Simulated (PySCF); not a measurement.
# C3H9Sb: NMR shieldings

Wanted: NMR shieldings for C3H9Sb (`[CH3][Sb]([CH3])[CH3]`).

Computed with PySCF 2.14.0 and routines of our own; the level stands in each step. Atoms count from 0.

### 1 The starting structure

13 atoms, charge 0, multiplicity 1; geometry from: GFN2-xTB.

### 2 NMR shieldings: PBE/pcSseg-1 Sb:us-x2c-TZVPall-2c, spin–orbit

The job: settings as JSON, then the geometry in Å.

```
{"job": {"xc": "PBE", "basis": {"default": "pcSseg-1", "Sb": "us-x2c-TZVPall-2c"}, "rel": "so", "kind": "hnmr"}, "charge": 0, "multiplicity": 1}
Sb     0.012520     0.004660     1.225650
C      1.822590    -0.004210     0.032840
H      2.451830     0.833450     0.310340
H      1.566310     0.072930    -1.018260
H      2.370120    -0.924480     0.203070
C     -0.908800     1.575830     0.048930
H     -0.802450     1.353950    -1.007210
H     -0.436380     2.527090     0.265540
H     -1.961650     1.644600     0.295930
C     -0.910710    -1.571140     0.058040
H     -1.980370    -1.576940     0.233870
H     -0.502770    -2.532390     0.347940
H     -0.720240    -1.403360    -0.996680
```

Method: PBE/pcSseg-1 Sb:us-x2c-TZVPall-2c GIAO NMR shielding, X2C with spin-orbit coupling, screened-nuclear two-electron part, Gaussian nuclei, gas phase.

The run is started by

```bash
OMP_NUM_THREADS=1 python heavy_run.py task.json out
```

The driver reads the jobs from task.json and runs them one after another.

Log:

```text
spin-free SCF
coarse grid: 45816 points
cycle   1  E = -6599.8119247976  dE = -2.984e-01  |g| = 7.313e-01  |ddm| = 1.390e+01
cycle   2  E = -6599.4816199732  dE =  3.303e-01  |g| = 1.273e+00  |ddm| = 1.807e+00
cycle   3  E = -6599.9421482871  dE = -4.605e-01  |g| = 1.590e-01  |ddm| = 1.333e+00
cycle   4  E = -6599.9471339302  dE = -4.986e-03  |g| = 4.259e-02  |ddm| = 2.217e-01
cycle   5  E = -6599.9474480754  dE = -3.141e-04  |g| = 1.074e-02  |ddm| = 4.685e-02
cycle   6  E = -6599.9474599316  dE = -1.186e-05  |g| = 1.557e-03  |ddm| = 9.390e-03
cycle   7  E = -6599.9474604310  dE = -4.993e-07  |g| = 4.350e-04  |ddm| = 3.035e-03
final grid: 96016 points
cycle   8  E = -6599.9452202521  dE = -1.282e-06  |g| = 2.200e-03  |ddm| = 2.676e-03
cycle   9  E = -6599.9452199691  dE =  2.830e-07  |g| = 1.298e-03  |ddm| = 2.112e-03
cycle  10  E = -6599.9452198700  dE =  9.918e-08  |g| = 1.407e-03  |ddm| = 2.691e-03
cycle  11  E = -6599.9452203573  dE = -4.873e-07  |g| = 2.127e-04  |ddm| = 1.448e-03
cycle  12  E = -6599.9452203657  dE = -8.440e-09  |g| = 1.587e-05  |ddm| = 2.271e-04
converged SCF energy = -6599.9452203657
two-component SCF
cycle   1  E = -6599.2109914946  dE = -6.599e+03  |FDS-SDF| = 4.863e+01
cycle   2  E = -6600.8914097766  dE = -1.680e+00  |FDS-SDF| = 7.457e-02
cycle   3  E = -6600.8914114395  dE = -1.663e-06  |FDS-SDF| = 1.279e-02
cycle   4  E = -6600.8914038895  dE =  7.550e-06  |FDS-SDF| = 1.003e-02
cycle   5  E = -6600.8914168453  dE = -1.296e-05  |FDS-SDF| = 2.771e-03
cycle   6  E = -6600.8914187979  dE = -1.953e-06  |FDS-SDF| = 5.457e-04
cycle   7  E = -6600.8914188502  dE = -5.229e-08  |FDS-SDF| = 4.188e-05
cycle   8  E = -6600.8914188507  dE = -4.875e-10  |FDS-SDF| = 7.458e-06
converged, E = -6600.8914188507

Field gradients (au) and densities at the nuclei (bohr^-3)
atom        Vxx        Vyy        Vzz        centre      nuclear mean
  0 Sb     1.8514     1.8626    -3.7140     190946.574     189508.682
  1 C     -0.0209    -0.0354     0.0563        114.414        114.414
  2 H     -0.1609    -0.1684     0.3293          0.383          0.383
  3 H     -0.1591    -0.1685     0.3275          0.382          0.382
  4 H     -0.1605    -0.1680     0.3285          0.382          0.382
  5 C     -0.0210    -0.0353     0.0562        114.414        114.414
  6 H     -0.1593    -0.1687     0.3280          0.382          0.382
  7 H     -0.1607    -0.1683     0.3291          0.383          0.383
  8 H     -0.1611    -0.1686     0.3297          0.383          0.383
  9 C     -0.0208    -0.0347     0.0555        114.413        114.413
 10 H     -0.1607    -0.1682     0.3290          0.382          0.382
 11 H     -0.1609    -0.1685     0.3295          0.383          0.383
 12 H     -0.1589    -0.1683     0.3272          0.382          0.382
without picture change
  0 Sb                          -4.0312                    395241.573

Core orbital energies (eV)
atom   shell        mean    spread
  0 Sb 1s       -30243.880   0.000
  0 Sb 2s        -4601.289   0.000
  0 Sb 3s         -901.203   0.000
  0 Sb 4s         -147.388   0.000
  0 Sb 2p1/2     -4303.837   0.000
  0 Sb 2p3/2     -4053.586   0.011
  0 Sb 3p1/2      -779.888   0.000
  0 Sb 3p3/2      -733.586   0.023
  0 Sb 4p1/2      -106.408   0.000
  0 Sb 4p3/2       -97.833   0.087
  0 Sb 3d3/2      -519.426   0.035
  0 Sb 3d5/2      -509.961   0.045
  0 Sb 4d3/2       -33.079   0.112
  0 Sb 4d5/2       -31.853   0.154

Shielding tensors (ppm)
atom      isotropic    diamagn.    paramagn.     s11        s22        s33       span
  0 Sb     3315.44     4856.01    -1540.57    3267.73    3270.43    3408.16     140.43
  1 C       182.63      248.66      -66.03     176.04     183.50     188.34      12.30
  2 H        30.79       29.74        1.04      25.17      27.29      39.90      14.73
  3 H        30.79       32.02       -1.23      25.43      28.42      38.51      13.07
  4 H        30.81       29.90        0.90      25.23      27.40      39.79      14.56
  5 C       182.85      248.65      -65.81     175.58     184.57     188.39      12.82
  6 H        30.78       32.03       -1.25      25.46      28.38      38.50      13.05
  7 H        30.80       29.83        0.97      25.23      27.33      39.83      14.60
  8 H        30.85       29.86        0.99      25.24      27.37      39.94      14.70
  9 C       183.12      248.68      -65.56     175.48     185.55     188.34      12.86
 10 H        30.85       29.95        0.90      25.24      27.46      39.86      14.62
 11 H        30.82       29.76        1.05      25.20      27.31      39.95      14.75
 12 H        30.75       32.03       -1.28      25.37      28.40      38.48      13.10
```

Run time: 43 s. Hardware: 1 thread of Arm Neoverse V2, shared host; peak memory 1.1 GiB.

Key values:

```
                       quantity       value
energy from spin-orbit coupling  -0.9462 Eh
```

The fields below are evaluated on a grid from the run's orbitals.

Frontier orbitals at PBE/us-x2c-TZVPall-2c+pcSseg-1, with the share of their density that lies nearest to each atom:

```
orbital  energy (eV)                                                  lies on
   HOMO        -5.47                      Sb0 60 %; C1, C5, C9 about 8 % each
   LUMO        -0.35  Sb0 47 %; C5, C9 about 8 % each; H7, H11 about 7 % each
```

ELF in a plane through or near 9 of the atoms.

Ten even steps from ' ' (0.00) to '@' (1.00):
```
                                                        
                                                        
                                                        
                    ..**%%##==..                        
                    ##@@@@@@%%----##@@##::              
                    ++@@@@@@%%**%%@@@@@@##..            
                    ..**##**::..##@@@@@@%%::            
          ..==::      ..==**==--**####++..              
        ==@@@@@@##--....::++##**==..                    
      ..##@@@@@@@@##++++--::::::::..    ::..            
        ==@@@@@@++..++##++::::==++++==**%%@@##          
          ::==**--::==**==::--####--##@@@@@@@@==        
          ::%%@@@@@@**::....::++==**--%%@@@@%%::        
          --@@@@@@@@**      ::%%@@@@##++----..          
          ..##@@@@@@--      --@@@@@@@@**..              
                ..          ::@@@@@@@@++                
                              ..----..                  
                                                        
                                                        
                                                        
```
The map spans 10.3 Å across and 10.3 Å up, centred on the molecule. Atoms in the plane (x, y in Å): C1 (-1.7, -0.6), H2 (-2.1, -1.6), H4 (-2.5, 0.1), C5 (1.4, -1.2), H7 (1.2, -2.3), H8 (2.4, -1.0), C9 (0.4, 1.8), H10 (1.4, 2.1), H11 (-0.3, 2.6).

On the surface of density 0.002 e/bohr³ the electrostatic potential runs, from the 1st to the 99th percentile, from -0.54 V near Sb0 to 0.66 V near H7.

### 3 NMR shieldings: PBE/pcSseg-1 Sb:us-x2c-TZVPall-2c, spin-free

The job, as its differences from that of step 2:

```diff
@@ -1,2 +1,2 @@
-{"job": {"xc": "PBE", "basis": {"default": "pcSseg-1", "Sb": "us-x2c-TZVPall-2c"}, "rel": "so", "kind": "hnmr"}, "charge": 0, "multiplicity": 1}
+{"job": {"xc": "PBE", "basis": {"default": "pcSseg-1", "Sb": "us-x2c-TZVPall-2c"}, "rel": "sf", "kind": "hnmr"}, "charge": 0, "multiplicity": 1}
 Sb     0.012520     0.004660     1.225650
```

Level: PBE/pcSseg-1 Sb:us-x2c-TZVPall-2c GIAO NMR shielding, spin-free X2C, Gaussian nuclei, gas phase.

Log:

```text
spin-free SCF
coarse grid: 45816 points
cycle   1  E = -6599.8119247976  dE = -2.984e-01  |g| = 7.313e-01  |ddm| = 1.390e+01
cycle   2  E = -6599.4816199732  dE =  3.303e-01  |g| = 1.273e+00  |ddm| = 1.807e+00
cycle   3  E = -6599.9421482871  dE = -4.605e-01  |g| = 1.590e-01  |ddm| = 1.333e+00
cycle   4  E = -6599.9471339302  dE = -4.986e-03  |g| = 4.259e-02  |ddm| = 2.217e-01
cycle   5  E = -6599.9474480754  dE = -3.141e-04  |g| = 1.074e-02  |ddm| = 4.685e-02
cycle   6  E = -6599.9474599316  dE = -1.186e-05  |g| = 1.557e-03  |ddm| = 9.390e-03
cycle   7  E = -6599.9474604310  dE = -4.993e-07  |g| = 4.350e-04  |ddm| = 3.035e-03
final grid: 96016 points
cycle   8  E = -6599.9452202521  dE = -1.282e-06  |g| = 2.200e-03  |ddm| = 2.676e-03
cycle   9  E = -6599.9452199691  dE =  2.830e-07  |g| = 1.298e-03  |ddm| = 2.112e-03
cycle  10  E = -6599.9452198700  dE =  9.918e-08  |g| = 1.407e-03  |ddm| = 2.691e-03
cycle  11  E = -6599.9452203573  dE = -4.873e-07  |g| = 2.127e-04  |ddm| = 1.448e-03
cycle  12  E = -6599.9452203657  dE = -8.440e-09  |g| = 1.587e-05  |ddm| = 2.271e-04
converged SCF energy = -6599.9452203657
check of the scalar solution
cycle   1  E = -6599.9452203657  dE = -6.600e+03  |FDS-SDF| = 4.969e+00
cycle   2  E = -6599.9464256843  dE = -1.205e-03  |FDS-SDF| = 2.773e-03
cycle   3  E = -6599.9464256843  dE = -1.819e-12  |FDS-SDF| = 1.419e-04
cycle   4  E = -6599.9464256823  dE =  1.948e-09  |FDS-SDF| = 1.546e-04
cycle   5  E = -6599.9464256850  dE = -2.649e-09  |FDS-SDF| = 4.175e-05
converged, E = -6599.9464256850

Field gradients (au) and densities at the nuclei (bohr^-3)
atom        Vxx        Vyy        Vzz        centre      nuclear mean
  0 Sb     1.8467     1.8578    -3.7044     190827.257     189389.365
  1 C     -0.0206    -0.0352     0.0558        114.413        114.413
  2 H     -0.1609    -0.1684     0.3293          0.383          0.383
  3 H     -0.1590    -0.1685     0.3275          0.382          0.382
  4 H     -0.1605    -0.1680     0.3285          0.382          0.382
  5 C     -0.0207    -0.0351     0.0557        114.413        114.413
  6 H     -0.1593    -0.1687     0.3280          0.382          0.382
  7 H     -0.1607    -0.1683     0.3291          0.383          0.383
  8 H     -0.1611    -0.1686     0.3297          0.383          0.383
  9 C     -0.0205    -0.0344     0.0549        114.413        114.413
 10 H     -0.1607    -0.1682     0.3290          0.382          0.382
 11 H     -0.1609    -0.1685     0.3295          0.383          0.383
 12 H     -0.1588    -0.1683     0.3272          0.382          0.382
without picture change
  0 Sb                          -4.0234                    395256.295

Core orbital energies (eV)
atom   shell        mean    spread
  0 Sb 1s       -30245.617   0.000
  0 Sb 2s        -4601.622   0.000
  0 Sb 3s         -901.285   0.000
  0 Sb 4s         -147.412   0.000
  0 Sb 5s          -14.619   0.000
  0 Sb 2p        -4133.901   0.017
  0 Sb 3p         -748.486   0.038
  0 Sb 4p         -100.595   0.130
  0 Sb 3d         -513.787   0.050
  0 Sb 4d          -32.357   0.185

Shielding tensors (ppm)
atom      isotropic    diamagn.    paramagn.     s11        s22        s33       span
  0 Sb     2479.27     5279.15    -2799.89    2428.96    2503.00    2505.84      76.87
  1 C       173.86      248.42      -74.56     163.41     168.48     189.69      26.28
  2 H        31.00       29.71        1.29      25.57      27.58      39.86      14.29
  3 H        31.25       32.01       -0.75      26.21      29.06      38.50      12.30
  4 H        31.03       29.87        1.16      25.66      27.71      39.74      14.08
  5 C       174.05      248.42      -74.37     164.20     168.26     189.69      25.49
  6 H        31.25       32.02       -0.77      26.22      29.03      38.50      12.28
  7 H        31.02       29.80        1.22      25.64      27.64      39.79      14.15
  8 H        31.07       29.83        1.24      25.65      27.67      39.89      14.24
  9 C       174.33      248.45      -74.12     165.41     167.91     189.66      24.25
 10 H        31.08       29.92        1.16      25.67      27.76      39.81      14.14
 11 H        31.03       29.73        1.30      25.60      27.60      39.91      14.31
 12 H        31.22       32.01       -0.79      26.15      29.04      38.47      12.32
```

Wall time 17 s (1 thread of Arm Neoverse V2, shared host); peak memory 1.1 GiB.

### 4 NMR shieldings: PBE/pcSseg-1 Sb:us-x2c-TZVPall-2c in water, spin–orbit

The job, as its differences from that of step 3:

```diff
@@ -1,2 +1,2 @@
-{"job": {"xc": "PBE", "basis": {"default": "pcSseg-1", "Sb": "us-x2c-TZVPall-2c"}, "rel": "sf", "kind": "hnmr"}, "charge": 0, "multiplicity": 1}
+{"job": {"xc": "PBE", "basis": {"default": "pcSseg-1", "Sb": "us-x2c-TZVPall-2c"}, "rel": "so", "solvent": "water", "kind": "hnmr"}, "charge": 0, "multiplicity": 1}
 Sb     0.012520     0.004660     1.225650
```

With the program's defaults for keys left out, this is: PBE/pcSseg-1 Sb:us-x2c-TZVPall-2c GIAO NMR shielding, X2C with spin-orbit coupling, screened-nuclear two-electron part, Gaussian nuclei, IEF-PCM water.

Log:

```text
spin-free SCF
coarse grid: 45816 points
cycle   1  E = -6599.8161365215  dE = -3.021e-01  |g| = 7.246e-01  |ddm| = 1.390e+01
cycle   2  E = -6599.5321836898  dE =  2.840e-01  |g| = 1.205e+00  |ddm| = 1.723e+00
cycle   3  E = -6599.9470880997  dE = -4.149e-01  |g| = 1.179e-01  |ddm| = 1.195e+00
cycle   4  E = -6599.9492055539  dE = -2.117e-03  |g| = 4.086e-02  |ddm| = 1.580e-01
cycle   5  E = -6599.9494087225  dE = -2.032e-04  |g| = 9.222e-03  |ddm| = 3.689e-02
cycle   6  E = -6599.9494169097  dE = -8.187e-06  |g| = 1.141e-03  |ddm| = 7.191e-03
final grid: 96016 points
cycle   7  E = -6599.9471763100  dE = -1.200e-06  |g| = 2.717e-03  |ddm| = 4.866e-03
cycle   8  E = -6599.9471758764  dE =  4.336e-07  |g| = 2.545e-03  |ddm| = 4.962e-03
cycle   9  E = -6599.9471766567  dE = -7.803e-07  |g| = 7.865e-04  |ddm| = 3.400e-03
cycle  10  E = -6599.9471767269  dE = -7.020e-08  |g| = 4.106e-04  |ddm| = 8.812e-04
cycle  11  E = -6599.9471767678  dE = -4.095e-08  |g| = 2.736e-05  |ddm| = 3.619e-04
cycle  12  E = -6599.9471767680  dE = -1.692e-10  |g| = 9.270e-06  |ddm| = 4.163e-05
converged SCF energy = -6599.9471767680
two-component SCF
cycle   1  E = -6599.2129451047  dE = -6.599e+03  |FDS-SDF| = 4.863e+01
cycle   2  E = -6600.8933655889  dE = -1.680e+00  |FDS-SDF| = 7.457e-02
cycle   3  E = -6600.8933684283  dE = -2.839e-06  |FDS-SDF| = 1.260e-02
cycle   4  E = -6600.8933643933  dE =  4.035e-06  |FDS-SDF| = 9.067e-03
cycle   5  E = -6600.8933732244  dE = -8.831e-06  |FDS-SDF| = 2.286e-03
cycle   6  E = -6600.8933744589  dE = -1.235e-06  |FDS-SDF| = 4.915e-04
cycle   7  E = -6600.8933745045  dE = -4.556e-08  |FDS-SDF| = 3.176e-05
cycle   8  E = -6600.8933745047  dE = -2.219e-10  |FDS-SDF| = 7.227e-06
converged, E = -6600.8933745047

Field gradients (au) and densities at the nuclei (bohr^-3)
atom        Vxx        Vyy        Vzz        centre      nuclear mean
  0 Sb     1.8277     1.8398    -3.6675     190946.185     189508.296
  1 C     -0.0258    -0.0397     0.0655        114.413        114.413
  2 H     -0.1608    -0.1682     0.3289          0.382          0.382
  3 H     -0.1590    -0.1679     0.3269          0.381          0.381
  4 H     -0.1604    -0.1677     0.3281          0.382          0.382
  5 C     -0.0259    -0.0395     0.0654        114.413        114.413
  6 H     -0.1592    -0.1682     0.3274          0.381          0.381
  7 H     -0.1606    -0.1681     0.3287          0.382          0.382
  8 H     -0.1610    -0.1683     0.3293          0.382          0.382
  9 C     -0.0259    -0.0388     0.0646        114.413        114.413
 10 H     -0.1606    -0.1679     0.3285          0.382          0.382
 11 H     -0.1608    -0.1683     0.3291          0.382          0.382
 12 H     -0.1588    -0.1678     0.3266          0.381          0.381
without picture change
  0 Sb                          -3.9846                    395240.750

Core orbital energies (eV)
atom   shell        mean    spread
  0 Sb 1s       -30243.788   0.000
  0 Sb 2s        -4601.196   0.000
  0 Sb 3s         -901.110   0.000
  0 Sb 4s         -147.294   0.000
  0 Sb 2p1/2     -4303.744   0.000
  0 Sb 2p3/2     -4053.493   0.011
  0 Sb 3p1/2      -779.795   0.000
  0 Sb 3p3/2      -733.493   0.023
  0 Sb 4p1/2      -106.314   0.000
  0 Sb 4p3/2       -97.740   0.086
  0 Sb 3d3/2      -519.333   0.035
  0 Sb 3d5/2      -509.868   0.045
  0 Sb 4d3/2       -32.984   0.110
  0 Sb 4d5/2       -31.758   0.151

Shielding tensors (ppm)
atom      isotropic    diamagn.    paramagn.     s11        s22        s33       span
  0 Sb     3319.20     4856.37    -1537.17    3279.66    3282.20    3395.74     116.07
  1 C       183.52      249.27      -65.75     176.80     184.19     189.57      12.77
  2 H        30.73       29.75        0.98      25.04      27.25      39.91      14.87
  3 H        30.71       32.16       -1.45      25.27      28.41      38.46      13.19
  4 H        30.75       29.92        0.83      25.09      27.36      39.80      14.71
  5 C       183.74      249.27      -65.53     176.37     185.23     189.62      13.25
  6 H        30.71       32.17       -1.46      25.30      28.37      38.46      13.16
  7 H        30.74       29.84        0.90      25.10      27.29      39.85      14.75
  8 H        30.79       29.87        0.92      25.10      27.32      39.94      14.84
  9 C       184.01      249.30      -65.30     176.26     186.19     189.57      13.31
 10 H        30.79       29.97        0.82      25.10      27.41      39.87      14.77
 11 H        30.76       29.77        0.99      25.06      27.26      39.95      14.89
 12 H        30.69       32.17       -1.49      25.22      28.40      38.44      13.21
```

Wall time 42 s (1 thread of Arm Neoverse V2, shared host); peak memory 1.1 GiB.

From this job:

```
                       quantity       value
energy from spin-orbit coupling  -0.9462 Eh
```

(Part 1 of 2 ends here.)
